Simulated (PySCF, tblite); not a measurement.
# C5H7N3O2: geometry, infrared bands and NMR shifts

What infrared bands and NMR shifts should C5H7N3O2 (`COC(=O)c1ncnn1C`) show?

Programs: tblite 0.8.0 and PySCF 2.14.0, with density-fitted response routines of our own. Each step states its level of theory. These are calculated values for one molecule in the gas phase, unless marked as measured. Atoms are numbered from 0 throughout.

## Step 1: The starting structure

17 atoms, charge 0, multiplicity 1; geometry from: force field or distance geometry start.

Bonds of the start (Å): C0–O1 1.44, O1–C2 1.36, C2–O3 1.21, C2–C4 1.45, C4–N5 1.33, N5–C6 1.36, C6–N7 1.33, N7–N8 1.35, N8–C9 1.44, N8–C4 1.36, C0–H10 1.09, C0–H11 1.09, C0–H12 1.10, C6–H13 1.08, C9–H14 1.09, C9–H15 1.09, C9–H16 1.09.

## Step 2: Geometry optimisation with GFN2-xTB

What the job is given:

```
{"job": {"kind": "relax", "xc": "GFN2-xTB", "basis": "xTB"}, "charge": 0, "multiplicity": 1}
C      3.146200     0.038400    -0.613200
O      1.850700     0.656800    -0.489000
C      0.864500    -0.209600    -0.124600
O      1.010000    -1.399700     0.056300
C     -0.400600     0.497700    -0.010300
N     -0.592300     1.794100    -0.224400
C     -1.920500     1.968300    -0.000800
N     -2.580700     0.863700     0.340100
N     -1.598000    -0.064400     0.318500
C     -1.894300    -1.439700     0.632300
H      3.852600     0.814700    -0.895600
H      3.117100    -0.720900    -1.398900
H      3.450100    -0.393800     0.349900
H     -2.416700     2.921400    -0.081200
H     -1.303900    -1.720600     1.502700
H     -1.637700    -2.050700    -0.227300
H     -2.953600    -1.543700     0.855700
```

Command:

```bash
> OMP_NUM_THREADS=1 python probes_run.py task.json out
```

The driver reads the jobs from task.json and runs them one after another.

**Question.** This job is followed by: GFN2-xTB harmonic vibrations, gas phase; GIAO PBE0/pcSseg-1 NMR shielding, non-relativistic, gas phase. What will the session give for the following? strongest single infrared mode (GFN2-xTB); zero-point energy (GFN2-xTB); 13C shifts against TMS (PBE0/pcSseg-1); 1H shifts against TMS (PBE0/pcSseg-1, means over atoms taken as alike); 17O shifts against H2O (PBE0/pcSseg-1); 15N shifts against NH3 (PBE0/pcSseg-1).

As calculated:

| quantity | value |
| --- | --- |
| strongest single infrared mode (GFN2-xTB) | 1734 cm⁻¹, 347 km/mol |
| zero-point energy (GFN2-xTB) | 78.9 kcal/mol |
| 13C shifts against TMS (PBE0/pcSseg-1) | 167.6, 153.5, 149.1, 54.1, 40.3 ppm |
| 1H shifts against TMS (PBE0/pcSseg-1, means over atoms taken as alike) | 7.89, 4.36, 4.17 ppm |
| 17O shifts against H2O (PBE0/pcSseg-1) | 425.2, 190.7 ppm |
| 15N shifts against NH3 (PBE0/pcSseg-1) | 353.4, 309.0, 246.7 ppm |

**Reading.** Over 35 steps the energy fell by 0.127 eV; of the close pairs, O1–C2 changed most, 1.362 to 1.328 Å. All 45 modes are real, so the xTB geometry is a minimum. The strongest single mode, at 1734 cm⁻¹, moves mainly C2 and O3. GFN2-xTB is a fitted tight-binding method: band positions and strengths are rough. Its intensities can rank the bands wrongly. C2 (ester carbonyl carbon) lies farthest downfield among carbon, at 167.6 ppm; it is a carbonyl in resonance with an O or N lone pair, the region of acids, esters and amides. At PBE0/pcSseg-1: The widest tensor belongs to O3: span 676 ppm, with a paramagnetic part of -495 ppm. NICS(1)zz of -31 ppm above the planar ring from C4 marks a diatropic (aromatic) ring current.
